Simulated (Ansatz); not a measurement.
# Ge2Sb2Te5: the cost of one run

Program: Ansatz 0.2.0. Level of theory: DFT PBE+D3(BJ), scalar-relativistic, plane waves, PAW, and further levels as typed in the inputs. These are calculated values, not measurements.

## (1) Starting point

The structure is trigonal, space group P-3m1 (No. 164). The conventional cell has a = 4.220 Å, b = 4.220 Å, c = 17.200 Å, α = 90.00°, β = 90.00°, γ = 120.00°. Around Te (site symmetry -3m) lie 6 Ge at 3.03 Å. Ge (site symmetry 3m) has 6 Te at 3.03 Å as nearest neighbours. Te (site symmetry 3m) is surrounded by 3 Ge at 3.03 Å and 3 Sb at 3.03 Å. Sb (site symmetry 3m) has 6 Te at 3.03 Å as nearest neighbours. Around Te (site symmetry 3m) lie 3 Sb at 3.03 Å.

Coordinates:

```xyz
9
Lattice="4.2200 0.0000 0.0000 -2.1100 3.6546 0.0000 0.0000 0.0000 17.2000" Properties=species:S:1:pos:R:3 pbc="T T T"
Te    0.0000    0.0000    0.0000
Ge    0.0000    2.4364    1.8063
Te    2.1100    1.2182    3.6125
Sb    0.0000    0.0000    5.4188
Te    0.0000    2.4364    7.2250
Te    2.1100    1.2182    9.9750
Sb    0.0000    0.0000   11.7812
Te    0.0000    2.4364   13.5875
Ge    2.1100    1.2182   15.3937
```

## (2) Relaxing cell and atoms: Ge2Sb2Te5, no spin

File input.yaml:

```yaml
crystal:
  lattice:
    - [4.22, 0.0, 0.0]
    - [-2.11, 3.654627204, 0.0]
    - [0.0, 0.0, 17.2]
  atoms:
    - { symbol: Te, position: [0.0, 0.0, 0.0] }
    - { symbol: Ge, position: [0.3333333333, 0.6666666667, 0.1050145349] }
    - { symbol: Te, position: [0.6666666667, 0.3333333333, 0.2100290698] }
    - { symbol: Sb, position: [0.0, 0.0, 0.3150436047] }
    - { symbol: Te, position: [0.3333333333, 0.6666666667, 0.4200581395] }
    - { symbol: Te, position: [0.6666666667, 0.3333333333, 0.5799418605] }
    - { symbol: Sb, position: [0.0, 0.0, 0.6849563953] }
    - { symbol: Te, position: [0.3333333333, 0.6666666667, 0.7899709302] }
    - { symbol: Ge, position: [0.6666666667, 0.3333333333, 0.8949854651] }
scf:
  occupations: { method: gaussian, width: 0.03 }
output:
  forces: true
  stress: true
  eigenvalues: true
hamiltonian:
  xc: pbe
  dispersion: d3bj
  pseudopotentials: { kind: paw, azcp: { folder: soft_1 } }
kpoints:
  mp_grid: { grid: [10, 10, 2] }
relax:
  f_tol: 0.005
  max_steps: 80
  cell: { stress_tol: 0.05 }
```

Run with:

```console
$ ansatz run input.yaml --threads 8 --pin off --max-ram 20480MiB --backend cpu --events-out ev --progress --plain --runs-dir out
```

**Question.** How long does this run take on 8 threads of Intel Xeon Platinum 8259CL at 2.50GHz (Skylake/Cascade Lake), shared host, and how much memory does it need?

About 34 s, with a peak of 1.5 GiB.
